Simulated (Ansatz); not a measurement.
# Fe3Ge: magnetic states

The task, for Fe3Ge: see how the held total moment moves the results.

Program: Ansatz 0.2.0. Level of theory: DFT PBEsol, scalar-relativistic, plane waves, PAW. These are calculated values, not measurements.

## (1) The structure to begin with

Symmetry: Pm-3m, No. 221, cubic system. Conventional cell: a = 3.661 Å, b = 3.661 Å, c = 3.661 Å, α = 90.00°, β = 90.00°, γ = 90.00°. Around Fe (site symmetry 4/mmm) lie 8 Fe at 2.59 Å and 4 Ge at 2.59 Å. Ge (site symmetry m-3m) is surrounded by 12 Fe at 2.59 Å.

As a file:

```xyz
4
Lattice="3.6605 0.0000 0.0000 0.0000 3.6605 0.0000 0.0000 0.0000 3.6605" Properties=species:S:1:pos:R:3 pbc="T T T"
Fe    0.0000    1.8303    1.8303
Fe    1.8303    1.8303    0.0000
Fe    1.8303    0.0000    1.8303
Ge    0.0000    0.0000    0.0000
```

Source of the structure: the Materials Project (structure only). It is taken as it stands there.

## (2) The base run, which the others are set against

Input file input.yaml:

```yaml
crystal:
  lattice:
    - [3.66050052, 0.0, 0.0]
    - [0.0, 3.66050052, 0.0]
    - [0.0, 0.0, 3.66050052]
  atoms:
    - { symbol: Fe, position: [0.0, 0.5, 0.5], spin: 2.44 }
    - { symbol: Fe, position: [0.5, 0.5, 0.0], spin: 2.44 }
    - { symbol: Fe, position: [0.5, 0.0, 0.5], spin: 2.44 }
    - { symbol: Ge, position: [0.0, 0.0, 0.0], spin: -0.13 }
basis:
  ecutwfc: 420
kpoints:
  mp_grid: { grid: [12, 12, 12] }
hamiltonian:
  xc: pbesol
scf:
  occupations: { method: gaussian, width: 0.1 }
output:
  forces: true
  stress: true
  eigenvalues: true
  populations: true
  write_density: true
  write_potential: true
  elf: true
  volumetric_format: npy
magnetization:
  spin_polarized: true
```

Its results, from an earlier run: -4400.1102 eV/atom at zero smearing, pressure -11.42 GPa, largest force 0.000 eV/Å, no gap on the mesh, site moments Fe +2.21 (×3), Ge -0.12 μB, in 12 SCF cycles and 28 s.

## (3) Held total moment set to 0 μB

Input file input.yaml:

```yaml
crystal:
  lattice:
    - [3.66050052, 0.0, 0.0]
    - [0.0, 3.66050052, 0.0]
    - [0.0, 0.0, 3.66050052]
  atoms:
    - { symbol: Fe, position: [0.0, 0.5, 0.5] }
    - { symbol: Fe, position: [0.5, 0.5, 0.0] }
    - { symbol: Fe, position: [0.5, 0.0, 0.5] }
    - { symbol: Ge, position: [0.0, 0.0, 0.0] }
basis:
  ecutwfc: 420
kpoints:
  mp_grid: { grid: [12, 12, 12] }
hamiltonian:
  xc: pbesol
scf:
  occupations: { method: gaussian, width: 0.1 }
  lower_state_search: "off"
output:
  forces: true
  stress: true
  eigenvalues: true
magnetization:
  spin_polarized: true
  initial_magnetization: 0.0
  spin_locking: { lock_magnetization: hard }
```

Started as:

```sh
> ansatz run input.yaml --threads 1 --pin off --max-ram 2560MiB --backend cpu --events-out ev --progress --plain --runs-dir out
```

## (4) Held total moment: 1.88 μB

Changes to input.yaml since step 3:

```diff
@@ -25,3 +25,3 @@
   spin_polarized: true
-  initial_magnetization: 0.0
+  initial_magnetization: 1.88
   spin_locking: { lock_magnetization: hard }
```

## (5) Held total moment set to 3.75 μB

Changes to input.yaml since step 4:

```diff
@@ -25,3 +25,3 @@
   spin_polarized: true
-  initial_magnetization: 1.88
+  initial_magnetization: 3.75
   spin_locking: { lock_magnetization: hard }
```

## (6) Held total moment set to 5.62 μB

Changes to input.yaml since step 5:

```diff
@@ -25,3 +25,3 @@
   spin_polarized: true
-  initial_magnetization: 3.75
+  initial_magnetization: 5.62
   spin_locking: { lock_magnetization: hard }
```

## (7) Held total moment: 7.5 μB

Changes to input.yaml since step 6:

```diff
@@ -25,3 +25,3 @@
   spin_polarized: true
-  initial_magnetization: 5.62
+  initial_magnetization: 7.5
   spin_locking: { lock_magnetization: hard }
```

## (8) Held total moment set to 9.38 μB

Changes to input.yaml since step 7:

```diff
@@ -25,3 +25,3 @@
   spin_polarized: true
-  initial_magnetization: 7.5
+  initial_magnetization: 9.38
   spin_locking: { lock_magnetization: hard }
```

## (9) Held total moment set to 11.25 μB

Changes to input.yaml since step 8:

```diff
@@ -25,3 +25,3 @@
   spin_polarized: true
-  initial_magnetization: 9.38
+  initial_magnetization: 11.25
   spin_locking: { lock_magnetization: hard }
```

## (10) Held total moment set to 13.12 μB

Changes to input.yaml since step 9:

```diff
@@ -25,3 +25,3 @@
   spin_polarized: true
-  initial_magnetization: 11.25
+  initial_magnetization: 13.12
   spin_locking: { lock_magnetization: hard }
```

## (11) Held total moment: 15 μB

Changes to input.yaml since step 10:

```diff
@@ -25,3 +25,3 @@
   spin_polarized: true
-  initial_magnetization: 13.12
+  initial_magnetization: 15.0
   spin_locking: { lock_magnetization: hard }
```

(Steps that only read results are left out.)

What results come out of these runs, taken together? Wanted: held moment of lowest energy.

The runs gave:

| quantity | value |
| --- | --- |
| held moment of lowest energy | 7.50 μB/cell |

In words: The energy is lowest at 7.50 μB per cell on this grid, 305 meV/atom under the state without net moment. The pressure climbs by 101.6 GPa from the first to the last point: a larger moment wants a larger cell. The listed cell is far from this method's equilibrium (-11.4 GPa, forces up to 0.00 eV/Å), so its values are not those of the relaxed crystal.
